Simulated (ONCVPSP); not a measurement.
# W: the cost of one run

Method: ONCVPSP 4.0.1.1 (patched build), PBE, scalar-relativistic.

**1. Starting point**

Typed settings, in words:

- element: tungsten (W, Z = 74)
- type: optimised norm-conserving Vanderbilt (ONCV)
- frozen core: [Kr] 4d10 4f14
- valence charge: 14
- reference configuration: 5s2 5p6 5d4 6s1.5 (charge +0.5)
- partial waves: 5s+6s: rc 1.45 bohr, ncon 3, nbas 6, qcut 7.7 1/bohr, 2 projectors; 5p: rc 1.30 bohr, ncon 3, nbas 7, qcut 6 1/bohr, 2 projectors, debl 3.8 Ha; 5d: rc 2.75 bohr, ncon 4, nbas 9, qcut 5.2 1/bohr, 2 projectors, debl 3.9 Ha
- local potential: polynomial inside 1.15 bohr (lpopt 4, dvloc0 6 Ha)
- core correction: Teter function, fcfact 5.5, rcfact 1.15

**2. Generating the potential**

W.dat

```
# ATOM AND REFERENCE CONFIGURATION
# atsym  z   nc   nv     iexc    psfile
  W 74.00   10    4        4      upf
#
#   n    l    f
    1    0    2.00
    2    0    2.00
    2    1    6.00
    3    0    2.00
    3    1    6.00
    3    2   10.00
    4    0    2.00
    4    1    6.00
    4    2   10.00
    4    3   14.00
    5    0    2.00
    5    1    6.00
    5    2    4.00
    6    0    1.50
#
# PSEUDOPOTENTIAL AND OPTIMIZATION
# lmax
    2
#
#   l,   rc,      ep,       ncon, nbas, qcut
    0    1.45    0.00    3    6    7.70
    1    1.30    0.00    3    7    6.00
    2    2.75    0.00    4    9    5.20
#
# LOCAL POTENTIAL
# lloc, lpopt,  rc(5),   dvloc0
    4    4    1.15    6.00
#
# VANDERBILT-KLEINMAN-BYLANDER PROJECTORs
# l, nproj, debl
    0    2    0.90
    1    2    3.80
    2    2    3.90
#
# MODEL CORE CHARGE
# icmod, fcfact, rcfact
    3    5.50    1.15
#
# LOG DERIVATIVE ANALYSIS
# epsh1, epsh2, depsh
   -5.00    5.00    0.04
#
# OUTPUT GRID
# rlmax, drl
    6.00    0.01
#
# TEST CONFIGURATIONS
# ncnf
    4
# nvcnf
#   n    l    f
    4
    5    0    2.00
    5    1    6.00
    5    2    4.00
    6    0    2.00
#
    4
    5    0    2.00
    5    1    6.00
    5    2    4.00
    6    0    1.00
#
    4
    5    0    2.00
    5    1    6.00
    5    2    4.00
    6    0    0.00
#
    4
    5    0    2.00
    5    1    6.00
    5    2    3.00
    6    0    0.00
#
```

Launch:

```
$ oncvpsp.x < W.dat > W.out
```

**Question.** How long does this run take on 1 thread of Neoverse-N1, shared host?

About 6.1 s.
